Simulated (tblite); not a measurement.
**CuF at GFN2-xTB (tblite): moving one setting at a time**

Aim: start from a run with usual settings and see what each changed setting does to the results.

Computed with tblite 0.8.0 (GFN2-xTB (tblite), atoms fixed, no spin polarisation, unless a step's input says otherwise).

2 further runs of the same task are left out: 2 that didn't finish.

### 1 Starting point

The structure is hexagonal, space group P6_3mc (No. 186). Conventional cell: a = 2.790 Å, b = 2.790 Å, c = 6.721 Å, α = 90.00°, β = 90.00°, γ = 120.00°. Around Cu (site symmetry 3m) lie 4 F at 1.90 to 2.17 Å. Around F (site symmetry 3m) lie 4 Cu at 1.90 to 2.17 Å.

As a file:

```cif
data_structure
_symmetry_space_group_name_H-M 'P 1'
_symmetry_Int_Tables_number 1
_cell_length_a 2.7898
_cell_length_b 2.7898
_cell_length_c 6.7211
_cell_angle_alpha 90.000
_cell_angle_beta 90.000
_cell_angle_gamma 120.000
_cell_volume 45.30
loop_
_atom_site_label
_atom_site_type_symbol
_atom_site_fract_x
_atom_site_fract_y
_atom_site_fract_z
_atom_site_occupancy
Cu1 Cu 0.33333 0.66667 0.04599 1
Cu2 Cu 0.66667 0.33333 0.54599 1
F1 F 0.33333 0.66667 0.32901 1
F2 F 0.66667 0.33333 0.82901 1
```

The structure type (wurtzite) is imposed and need not be the compound's stable one.

### 2 The reference run

The input, run.py:

```python
import json
from ase import Atoms
from ase.build import make_supercell
from ase.units import Bohr, GPa, Hartree
from tblite.interface import Calculator

atoms = Atoms(['Cu', 'Cu', 'F', 'F'],
              cell=[[2.78977582, 0.0, 0.0], [-1.39488791, 2.41601674, 0.0], [0.0, 0.0, 6.72112258]],
              scaled_positions=[[0.333333333, 0.666666667, 0.04598656], [0.666666667, 0.333333333, 0.54598656], [0.333333333, 0.666666667, 0.32901344], [0.666666667, 0.333333333, 0.82901344]],
              pbc=True)
cluster = make_supercell(atoms, [[4, 0, 0], [0, 4, 0], [0, 0, 2]])
calc = Calculator('GFN2-xTB', cluster.numbers, cluster.positions / Bohr, lattice=cluster.cell[:] / Bohr, periodic=cluster.pbc)
calc.set('temperature', 0.02 / Hartree)
calc.set('max-iter', 150)
res = calc.singlepoint()
levels = res.get('orbital-energies') * Hartree
nv = round(res.get('orbital-occupations').sum() / 2)
cells = len(cluster) // len(atoms)
out = {'energy_per_cell': res.get('energy') * Hartree / cells, 'homo': levels[nv - 1], 'lumo': levels[nv],
       'stress': (-res.get('virial') * Hartree / cluster.get_volume() / GPa).tolist(), 'charges': res.get('charges')[:len(atoms)].tolist(), 'electrons': 2 * nv / cells}
json.dump(out, open('results.json', 'w'))
for key, value in out.items():
    print(key, value)
```

Launch:

```bash
$ python run.py
```

Log:

```text
------------------------------------------------------------
  cycle        total energy    energy error   density error
------------------------------------------------------------
      1     -549.3285472060  -5.4963035E+02   2.0526368E-01
      2     -553.1403883497  -3.8118411E+00   1.1703913E-01
      3     -555.3270649981  -2.1866766E+00   6.9731696E-02
      4     -555.9897349733  -6.6266998E-01   3.4664090E-02
      5     -555.9513559995   3.8378974E-02   2.0888437E-02
      6     -556.0485278610  -9.7171861E-02   1.2240040E-02
      7     -556.0635634660  -1.5035605E-02   1.1253345E-02
      8     -556.0908493734  -2.7285907E-02   9.4849689E-03
      9     -556.1129329457  -2.2083572E-02   1.0023756E-02
     10     -556.1119221742   1.0107715E-03   5.8314919E-03
     11     -556.1249121230  -1.2989949E-02   1.2130759E-03
     12     -556.1254192315  -5.0710851E-04   3.1451978E-04
     13     -556.1254386270  -1.9395468E-05   2.2939641E-04
     14     -556.1254391988  -5.7182035E-07   3.6697194E-05
     15     -556.1254396199  -4.2112674E-07   8.9227466E-06
------------------------------------------------------------

 total:                                  23.904 sec
energy_per_cell -472.9045004834176
homo -10.573463391166813
lumo -9.076986773021943
stress [[-0.5672667534979232, -0.0001370245376658047, 5.458529352900036e-07], [-0.0001370245376656316, -0.5674252158819901, -3.1514836406702234e-07], [5.458529351705817e-07, -3.1514836418365e-07, 4.191130704151456]]
charges [0.2239866278687, 0.22397782676236289, -0.22398111939160326, -0.22397744868376313]
electrons 36.0
```

It took 25 s on 1 thread of Arm Neoverse N1, shared host; peak memory 0.19 GiB.

Gap 1.50 eV; pressure 1.0 GPa. The 128 atoms of the cluster fold only a few k-points onto the zone centre, so gap and energy may not be converged in the cluster's size.

### 3 Change: method = IPEA1-xTB

run.py, as its differences from that of step 2:

```diff
@@ -11,3 +11,3 @@
 cluster = make_supercell(atoms, [[4, 0, 0], [0, 4, 0], [0, 0, 2]])
-calc = Calculator('GFN2-xTB', cluster.numbers, cluster.positions / Bohr, lattice=cluster.cell[:] / Bohr, periodic=cluster.pbc)
+calc = Calculator('IPEA1-xTB', cluster.numbers, cluster.positions / Bohr, lattice=cluster.cell[:] / Bohr, periodic=cluster.pbc)
 calc.set('temperature', 0.02 / Hartree)
```

Launch:

```bash
$ python run.py
```

Log:

```text
------------------------------------------------------------
  cycle        total energy    energy error   density error
------------------------------------------------------------
      1     -646.4220025967  -6.4573707E+02   7.8783620E-01
      2     -647.2603260420  -8.3832345E-01   4.7878398E-01
      3     -646.6101947137   6.5013133E-01   9.1149742E-02
      4     -647.4303054625  -8.2011075E-01   3.9679747E-03
      5     -647.4305951318  -2.8966933E-04   1.2847399E-03
      6     -647.4305952341  -1.0229064E-07   2.9003722E-05
      7     -647.4305952281   5.9900458E-09   2.2029393E-05
      8     -647.4305952347  -6.6464736E-09   7.7588052E-07
------------------------------------------------------------

 total:                                  20.395 sec
energy_per_cell -550.5463703412003
homo -11.352179079224394
lumo -9.780347645625243
stress [[-49.52983382017586, 1.493554743013382e-08, 3.4974843273803123e-13], [1.493552913410122e-08, -49.52983418623217, -5.618110512523943e-13], [3.531008621827208e-13, -5.615412619913102e-13, 31.139917778783392]]
charges [0.07422604814111777, 0.07422604853919534, -0.07422606349086752, -0.07422603315318976]
electrons 36.0
```

It took 22 s on 1 thread of Arm Neoverse N1, shared host; peak memory 0.2 GiB.

Totals of another method or basis aren't compared here.

### 4 Change: mixer-damping = 0.1

run.py, as its differences from that of step 3:

```diff
@@ -11,5 +11,6 @@
 cluster = make_supercell(atoms, [[4, 0, 0], [0, 4, 0], [0, 0, 2]])
-calc = Calculator('IPEA1-xTB', cluster.numbers, cluster.positions / Bohr, lattice=cluster.cell[:] / Bohr, periodic=cluster.pbc)
+calc = Calculator('GFN2-xTB', cluster.numbers, cluster.positions / Bohr, lattice=cluster.cell[:] / Bohr, periodic=cluster.pbc)
 calc.set('temperature', 0.02 / Hartree)
 calc.set('max-iter', 150)
+calc.set('mixer-damping', 0.1)
 res = calc.singlepoint()
```

Launch:

```bash
$ python run.py
```

Log:

```text
------------------------------------------------------------
  cycle        total energy    energy error   density error
------------------------------------------------------------
      1     -549.3285472060  -5.4963035E+02   2.0526368E-01
      2     -553.0686866749  -3.7401395E+00   1.6924548E-01
      3     -554.3706538700  -1.3019672E+00   9.7958393E-02
      4     -555.8728143746  -1.5021605E+00   7.9157130E-02
      5     -555.4403621160   4.3245226E-01   5.6848615E-02
      6     -555.8969322902  -4.5657017E-01   3.1671409E-02
      7     -556.0177849965  -1.2085271E-01   1.3992575E-02
      8     -556.0564445365  -3.8659540E-02   1.2456864E-02
      9     -556.0604988449  -4.0543084E-03   1.1906918E-02
     10     -556.0737937739  -1.3294929E-02   1.3474376E-02
     11     -556.1077274017  -3.3933628E-02   1.1370985E-02
     12     -556.1244502169  -1.6722815E-02   5.2598687E-03
     13     -556.1021427623   2.2307455E-02   7.6970659E-03
     14     -556.1247240984  -2.2581336E-02   1.5217582E-03
     15     -556.1240063649   7.1773347E-04   1.9510664E-03
     16     -556.1241330162  -1.2665128E-04   1.8462372E-03
     17     -556.1251685450  -1.0355288E-03   8.3447299E-04
     18     -556.1254023551  -2.3381013E-04   3.0936408E-04
     19     -556.1254210568  -1.8701652E-05   2.1961326E-04
     20     -556.1254393443  -1.8287533E-05   2.7682431E-05
     21     -556.1254396387  -2.9442856E-07   5.6047952E-06
------------------------------------------------------------

 total:                                  26.458 sec
energy_per_cell -472.90450049939835
homo -10.573453984809117
lumo -9.076922271169922
stress [[-0.5701876832244783, -0.00013686599121514497, 5.453241146225983e-07], [-0.00013686599121541957, -0.5703459623275083, -3.1484299457672984e-07], [5.453241146664158e-07, -3.148429945423273e-07, 4.191340056107156]]
charges [0.22397250649147427, 0.22396369090917112, -0.22396707281101658, -0.2239629834565613]
electrons 36.0
```

Run time: 28 s. Hardware: 1 thread of Arm Neoverse N1, shared host; peak memory 0.19 GiB.

Against the reference run the gap moves by 0.00 eV and the energy by 0.0 meV/atom.

### 5 Change: mixer-damping = 0.7

run.py, as its differences from that of step 4:

```diff
@@ -14,3 +14,3 @@
 calc.set('max-iter', 150)
-calc.set('mixer-damping', 0.1)
+calc.set('mixer-damping', 0.7)
 res = calc.singlepoint()
```

Launch:

```bash
$ python run.py
```

Log:

```text
------------------------------------------------------------
  cycle        total energy    energy error   density error
------------------------------------------------------------
      1     -549.3285472060  -5.4963035E+02   2.0526368E-01
      2     -509.4245086592   3.9904039E+01   3.1796537E-01
      3     -552.8854207027  -4.3460912E+01   8.3593238E-02
      4     -555.9944554951  -3.1090348E+00   2.3547074E-02
      5     -556.0389294107  -4.4473916E-02   1.6613857E-02
      6     -555.9676993241   7.1230087E-02   2.2216649E-02
      7     -555.6666889352   3.0101039E-01   4.0956223E-02
      8     -556.0779133893  -4.1122445E-01   1.2314708E-02
      9     -556.1098835389  -3.1970150E-02   7.0212851E-03
     10     -556.1245982498  -1.4714711E-02   1.7584867E-03
     11     -556.1247639032  -1.6565344E-04   1.6030817E-03
     12     -556.1253262557  -5.6235247E-04   7.9165401E-04
     13     -556.1254317298  -1.0547415E-04   1.6956168E-04
     14     -556.1254375840  -5.8541890E-06   7.2219134E-05
     15     -556.1254384600  -8.7599187E-07   5.4511460E-05
     16     -556.1254396107  -1.1506986E-06   1.0200222E-05
     17     -556.1254396490  -3.8241296E-08   1.6230241E-06
------------------------------------------------------------

 total:                                  24.792 sec
energy_per_cell -472.90450050808755
homo -10.573430046782304
lumo -9.076920186334402
stress [[-0.569046662932842, -0.00013694957313512772, 5.455963849840732e-07], [-0.00013694957313522876, -0.5692050393817615, -3.150002646788968e-07], [5.455963850487174e-07, -3.150002646634259e-07, 4.191720710974169]]
charges [0.22398376597734443, 0.22397485922195098, -0.22397864954690605, -0.22397453125838784]
electrons 36.0
```

It took 26 s on 1 thread of Arm Neoverse N1, shared host; peak memory 0.19 GiB.

Against the reference run the gap moves by 0.00 eV and the energy by 0.0 meV/atom.

### 6 Change: accuracy = 1000.0

run.py, as its differences from that of step 5:

```diff
@@ -14,3 +14,3 @@
 calc.set('max-iter', 150)
-calc.set('mixer-damping', 0.7)
+calc.set('accuracy', 1000.0)
 res = calc.singlepoint()
```

Launch:

```bash
$ python run.py
```

Log:

```text
------------------------------------------------------------
  cycle        total energy    energy error   density error
------------------------------------------------------------
      1     -549.3336286450  -5.4963543E+02   2.0528423E-01
      2     -553.1493307653  -3.8157021E+00   1.1702039E-01
      3     -555.3284586236  -2.1791279E+00   6.9715074E-02
      4     -555.9895694691  -6.6111085E-01   3.4882766E-02
      5     -555.9513470430   3.8222426E-02   2.0927096E-02
      6     -556.0481190876  -9.6772045E-02   1.2263143E-02
      7     -556.0635381121  -1.5419024E-02   1.1245094E-02
      8     -556.0903356907  -2.6797579E-02   9.5005882E-03
      9     -556.1121995754  -2.1863885E-02   1.0192224E-02
     10     -556.1116565846   5.4299076E-04   5.8243750E-03
------------------------------------------------------------

 total:                                  18.829 sec
energy_per_cell -472.89277999921717
homo -10.614569504118858
lumo -9.093999511040836
stress [[0.8486092771301292, -0.0001905103516999202, 7.197353304931824e-07], [-0.00019051035169991067, 0.8483890591951335, -4.1553939971196837e-07], [7.197353305917985e-07, -4.155393998408945e-07, 3.4498404728258096]]
charges [0.22308335195143392, 0.22307359848842828, -0.22307681823298187, -0.22307291164154397]
electrons 36.0
```

Run time: 20 s. Hardware: 1 thread of Arm Neoverse N1, shared host; peak memory 0.19 GiB.

Against the reference run the gap moves by +0.02 eV and the energy by +2.9 meV/atom.

### 7 Change: cluster = 1x1x1

run.py, as its differences from that of step 6:

```diff
@@ -10,3 +10,3 @@
               pbc=True)
-cluster = make_supercell(atoms, [[4, 0, 0], [0, 4, 0], [0, 0, 2]])
+cluster = make_supercell(atoms, [[1, 0, 0], [0, 1, 0], [0, 0, 1]])
 calc = Calculator('GFN2-xTB', cluster.numbers, cluster.positions / Bohr, lattice=cluster.cell[:] / Bohr, periodic=cluster.pbc)
@@ -14,3 +14,2 @@
 calc.set('max-iter', 150)
-calc.set('accuracy', 1000.0)
 res = calc.singlepoint()
```

Launch:

```bash
$ python run.py
```

Log:

```text
------------------------------------------------------------
  cycle        total energy    energy error   density error
------------------------------------------------------------
      1     -18.11612922370  -1.8125561E+01   1.9617926E+00
      2     -18.37419480605  -2.5806558E-01   1.3900044E+00
      3     -18.48988704577  -1.1569224E-01   1.7406783E-01
      4     -18.54118448737  -5.1297442E-02   6.6239814E-02
      5     -18.54307288911  -1.8884017E-03   4.6538754E-02
      6     -18.54510756866  -2.0346795E-03   2.5356076E-02
      7     -18.54540569439  -2.9812573E-04   3.8359261E-02
      8     -18.54553158875  -1.2589436E-04   9.2936422E-03
      9     -18.54554012793  -8.5391814E-06   2.6169966E-04
     10     -18.54554029429  -1.6636341E-07   8.6243479E-04
     11     -18.54554032356  -2.9272314E-08   4.2330200E-05
     12     -18.54554033131  -7.7452995E-09   8.4444740E-06
------------------------------------------------------------

 total:                                   0.847 sec
energy_per_cell -504.6498569857314
homo -9.222891197208911
lumo -5.534660747031466
stress [[-51.99963913945959, -0.0068483358844106295, 2.6216565337594478e-05], [-0.006848335884417435, -52.00754799681194, -1.5136141070272802e-05], [2.6216565334701047e-05, -1.513614107061919e-05, -202.7294586598047]]
charges [0.4587900663375548, 0.4587906643889697, -0.4587902206256589, -0.45879051010088423]
electrons 36.0
```

Wall time 1.9 s (1 thread of Arm Neoverse N1, shared host); peak memory 0.092 GiB.

Against the reference run the gap moves by +2.19 eV and the energy by -7936.3 meV/atom. One cell at the zone centre alone can't describe the crystal.

### 8 What moved

| change | ends | gap (eV) | energy (meV/atom) | pressure (GPa) | time |
| --- | --- | --- | --- | --- | --- |
| none | converged | 1.50 | 0 | 1.0 | 25 s |
| method = IPEA1-xTB | converged | +0.08 | – | -23.7 | 22 s |
| mixer-damping = 0.1 | converged | 0.00 | 0.0 | 0.0 | 28 s |
| mixer-damping = 0.7 | converged | 0.00 | 0.0 | 0.0 | 26 s |
| accuracy = 1000.0 | converged | +0.02 | +2.9 | +0.7 | 20 s |
| cluster = 1x1x1 | converged | +2.19 | -7936.3 | -103.3 | 1.9 s |

The first row holds values, the others changes from it. Keys are the program's: temperature in eV (tblite) or K (CP2K), cutoffs in Ry, CUTOFP in Å. Among the numerical settings, cluster = 1x1x1 moves the energy most (-7936.3 meV/atom). The changed runs test settings; they are no properties of the crystal.
